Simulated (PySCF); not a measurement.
# F4Ge2Se2 (cyclo-(F2GeSe)2): the cost of one run

The runs use PySCF 2.14.0, with density-fitted response routines of our own; the level of theory stands in each step. All values are computed, except where a source is named. Atoms are numbered from 0 throughout.

**1. Starting geometry**

8 atoms, charge 0, multiplicity 1; geometry from: GFN2-xTB. The atoms were then displaced at random by about 0.03 Å, so the start is not that level's minimum.

Bonds of the start (Å): Ge0–F1 1.71, Ge0–F2 1.84, Ge0–Se3 2.48, Ge0–Se7 2.46, Se3–Ge4 2.35, Ge4–F5 1.78, Ge4–F6 1.83, Ge4–Se7 2.41.

**2. Geometry optimisation at PBE0-D3(BJ)/def2-SVP**

Job settings and geometry (Å):

```
{"job": {"xc": "PBE0", "basis": "def2-SVP", "d3": "d3bj", "grid": 1, "maxiter": 40, "shake": 0.03, "kind": "geom"}, "charge": 0, "multiplicity": 1}
Ge    -0.409060    -1.444790     0.407260
F     -0.042300    -2.456710     1.734910
F     -1.729160    -2.467810    -0.362480
Se    -1.266330     0.787850     1.069480
Ge     0.463670     1.348130    -0.424850
F      0.005090     2.445940    -1.751060
F      1.695630     2.466600     0.328010
Se     1.420690    -0.764870    -1.084980
```

Run with:

```sh
$ OMP_NUM_THREADS=1 python probes_run.py task.json out
```

The driver reads the jobs from task.json and runs them one after another.

**Question.** How long does this first job take on 1 thread of Arm Neoverse V2, shared host, and how much memory does it need?

About 3.9 min, with a peak of 1.2 GiB.
